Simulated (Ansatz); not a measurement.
# Sr2ScI5: the cost of one run

Method: DFT PBE, scalar-relativistic, plane waves, PAW, in Ansatz 0.2.0.

**1. The system as given**

The structure is tetragonal, space group P4/mmm (No. 123). Conventional cell: a = 5.093 Å, b = 5.093 Å, c = 11.121 Å, α = 90.00°, β = 90.00°, γ = 90.00°. Around Sr (site symmetry 4/mmm) lie 12 I at 3.60 to 3.86 Å. Sr (site symmetry 4/mmm) has 4 Sc at 3.60 Å and 8 I at 3.68 Å as nearest neighbours. Sc (site symmetry 4/mmm) is surrounded by 4 Sr at 3.60 Å and 8 I at 3.68 Å. Around I (site symmetry 2mm) lie 6 I at 3.60 to 3.86 Å and 4 Sr at 3.68 to 3.86 Å and 2 Sc at 3.68 Å. Around I (site symmetry 4/mmm) lie 4 Sr at 3.60 Å.

Structure file:

```xyz
8
Lattice="5.0931 0.0000 0.0000 0.0000 5.0931 0.0000 0.0000 0.0000 11.1206" Properties=species:S:1:pos:R:3 pbc="T T T"
Sr    0.0000    0.0000    0.0000
Sr    2.5466    2.5466    5.5603
Sc    0.0000    0.0000    5.5603
I     0.0000    2.5466    2.9039
I     2.5466    0.0000    8.2166
I     2.5466    0.0000    2.9039
I     0.0000    2.5466    8.2166
I     2.5466    2.5466    0.0000
```

Recipe of the guess: species swapped into a database cell of Al5CuW2 (P4/mmm, No. 123), with I on the Al sites, Sc on the Cu sites and Sr on the W sites. Its size is a rough estimate.

**2. Probe: one point on a coarse mesh**

input.yaml reads:

```yaml
crystal:
  lattice:
    - [5.0931157, 0.0, 0.0]
    - [0.0, 5.0931157, 0.0]
    - [0.0, 0.0, 11.12056377]
  atoms:
    - { symbol: Sr, position: [0.0, 0.0, 0.0] }
    - { symbol: Sr, position: [0.5, 0.5, 0.5] }
    - { symbol: Sc, position: [0.0, 0.0, 0.5] }
    - { symbol: I, position: [0.0, 0.5, 0.26113299] }
    - { symbol: I, position: [0.5, 0.0, 0.73886701] }
    - { symbol: I, position: [0.5, 0.0, 0.26113299] }
    - { symbol: I, position: [0.0, 0.5, 0.73886701] }
    - { symbol: I, position: [0.5, 0.5, 0.0] }
basis:
  ecutwfc: 420
kpoints:
  mp_grid: { grid: [4, 4, 2] }
hamiltonian:
  xc: pbe
scf:
  occupations: { method: gaussian, width: 0.1 }
  lower_state_search: "off"
output:
  forces: true
  stress: true
  eigenvalues: true
```

The run is started by

```sh
ansatz run input.yaml --threads 1 --pin off --max-ram 2560MiB --backend cpu --events-out ev --progress --plain --runs-dir out
```

What time and memory should one allow on 1 thread of Arm Neoverse V1, shared host?

About 14 s, with a peak of 0.58 GiB.
